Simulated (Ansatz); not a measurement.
# CH5GaO2 (SMILES [CH3][Ga]([OH])[OH]) at B3LYP/cc-pVDZ

Aim: the energy change on altering one bond length of CH5GaO2 at B3LYP/cc-pVDZ, from 2 runs. 

Program for the calculation: Ansatz 0.2.0.

80 further runs of the same task are left out: 3 that didn't finish, 77 set aside as unsound or not needed. Runs told in other sessions of the task aren't counted.

## Step 1: The system as given

CH5GaO2: 9 atoms, total charge 0, spin state singlet. As SMILES, `[CH3][Ga]([OH])[OH]`. Geometry: relaxed at PBE0-D4/def2-TZVP. This is one conformer, not always the lowest.

Bond lengths: C1–Ga2 1.941 Å, Ga2–O3 1.791 Å, Ga2–O4 1.791 Å, C1–H5 1.090 Å, C1–H6 1.091 Å, C1–H7 1.091 Å, O3–H8 0.959 Å, O4–H9 0.959 Å. Some angles: C1–Ga2–O3 121.3°, C1–Ga2–O4 121.2°, O3–Ga2–O4 117.5°, Ga2–C1–H5 110.5°, Ga2–C1–H6 109.9°, Ga2–C1–H7 110.2°, Ga2–O3–H8 115.4°, Ga2–O4–H9 115.3°, H5–C1–H6 108.9°, H5–C1–H7 109.4°.

## Step 2: A single-point energy at B3LYP/cc-pVDZ

File molecule.yaml:

```yaml
crystal:
  periodic: [false, false, false]
  atoms:
    - {symbol: C, position_ang: [0.139500, 0.740600, -1.385600]}
    - {symbol: Ga, position_ang: [-0.022300, -0.180400, 0.314900]}
    - {symbol: O, position_ang: [0.237900, -1.947500, 0.443200]}
    - {symbol: O, position_ang: [-0.435700, 0.706800, 1.814800]}
    - {symbol: H, position_ang: [0.259800, 0.024500, -2.197900]}
    - {symbol: H, position_ang: [1.005300, 1.404900, -1.368100]}
    - {symbol: H, position_ang: [-0.746600, 1.349900, -1.568800]}
    - {symbol: H, position_ang: [0.141200, -2.314500, 1.323600]}
    - {symbol: H, position_ang: [-0.490700, 0.169600, 2.607000]}
basis:
  gaussian: {orbitals: cc-pVDZ}
hamiltonian: {xc: {name: B3LYP}}
accuracy: high
output: {orbitals: {seedname: orbitals}}
```

Started as:

```bash
$ ansatz run molecule.yaml --threads 1 --pin off --max-ram 3480MiB --events-out events.jsonl --progress --plain --runs-dir runs
```

The program printed:

```text
Warning: RAYON_NUM_THREADS=1 ignored (pool sized by the plan → 1); use --threads N
Functional definition: B3LYP
  name "B3LYP"
  parameter a0 = 0.2
  parameter ax = 0.72
  parameter ac = 0.81
  exchange = (1 - a0 - ax)*slater_x + ax*b88_x + a0*exact_x
  correlation = (1 - ac)*vwn_rpa_c + ac*lyp_c
2140 factors; integrals over basis functions are off by at most 4.7e-9 eV
mean field evaluation 1: about -57578.6645 eV, gradient 8.6e1 eV
mean field evaluation 2: about -57553.0933 eV, gradient 1.4e2 eV
mean field evaluation 4: about -57592.7012 eV, gradient 6.5e0 eV
mean field evaluation 8: about -57592.9282 eV, gradient 2.5e-1 eV
mean field evaluation 16: about -57592.9284 eV, gradient 1.4e-5 eV
mean field -57592.92838017 eV, -2116.5010800822 hartree, gradient 1.8e-8 eV, S^2 0.000000; 0 other end points of the search recorded, 0 dependent functions left out
reference -57592.92842160 eV, -2116.5010816049 hartree; 29, 29 occupied and 65, 65 virtual orbitals, 2140 factors
Total energy: -57592.92842160 eV, -2116.5010816049 hartree
```

It took 11 s on 1 thread of Arm Neoverse V2, shared host; peak memory 0.35 GiB.

## Step 3: The distorted shape, same level

File input.yaml:

```yaml
crystal:
  periodic: [false, false, false]
  atoms:
    - {symbol: C, position_ang: [0.121452, 0.848032, -1.263735]}
    - {symbol: Ga, position_ang: [-0.040348, -0.072968, 0.436765]}
    - {symbol: O, position_ang: [0.219852, -1.840068, 0.565065]}
    - {symbol: O, position_ang: [-0.453748, 0.814232, 1.936665]}
    - {symbol: H, position_ang: [0.259800, 0.024500, -2.197900]}
    - {symbol: H, position_ang: [0.987252, 1.512332, -1.246235]}
    - {symbol: H, position_ang: [-0.764648, 1.457332, -1.446935]}
    - {symbol: H, position_ang: [0.123152, -2.207068, 1.445465]}
    - {symbol: H, position_ang: [-0.508748, 0.277032, 2.728865]}
basis:
  gaussian: {orbitals: cc-pVDZ}
hamiltonian: {xc: {name: B3LYP}}
accuracy: high
output: {orbitals: {seedname: orbitals}}
```

Started as:

```bash
$ ansatz run input.yaml --threads 1 --pin off --max-ram 3480MiB --events-out events.jsonl --progress --plain --runs-dir runs
```

The program printed (excerpt; [...] marks lines left out):

```text
Warning: RAYON_NUM_THREADS=1 ignored (pool sized by the plan → 1); use --threads N
[... 7 set-up lines as earlier in the session ...]
2148 factors; integrals over basis functions are off by at most 4.6e-9 eV
mean field evaluation 1: about -57578.6917 eV, gradient 8.5e1 eV
mean field evaluation 2: about -57552.6521 eV, gradient 1.4e2 eV
mean field evaluation 4: about -57592.3876 eV, gradient 7.1e0 eV
mean field evaluation 8: about -57592.6323 eV, gradient 2.2e-1 eV
mean field evaluation 16: about -57592.6324 eV, gradient 1.6e-5 eV
mean field -57592.63241802 eV, -2116.4902036740 hartree, gradient 2.6e-8 eV, S^2 0.000000; 0 other end points of the search recorded, 0 dependent functions left out
reference -57592.63245988 eV, -2116.4902052122 hartree; 29, 29 occupied and 65, 65 virtual orbitals, 2148 factors
Total energy: -57592.63245988 eV, -2116.4902052122 hartree
```

Run time: 11 s. Hardware: 1 thread of Arm Neoverse V2, shared host; peak memory 0.35 GiB.

## Step 4: Summary of results

At B3LYP/cc-pVDZ:

```
                                                         quantity           value
                                        first shape: total energy  -2116.50108 Eh
                                         first shape: HOMO energy        -7.84 eV
                                         first shape: LUMO energy        -0.19 eV
                                       first shape: HOMO–LUMO gap         7.65 eV
                                    distorted shape: total energy  -2116.49021 Eh
                                     distorted shape: HOMO energy        -7.85 eV
                                     distorted shape: LUMO energy        -0.24 eV
                                   distorted shape: HOMO–LUMO gap         7.61 eV
energy change with the C1–H5 bond stretched from 1.090 to 1.253 Å        0.296 eV
```

With the C1–H5 bond stretched from 1.090 to 1.253 Å the energy rises by 0.30 eV (28.6 kJ/mol). The first shape isn't relaxed at this level, so the change isn't measured from a minimum.
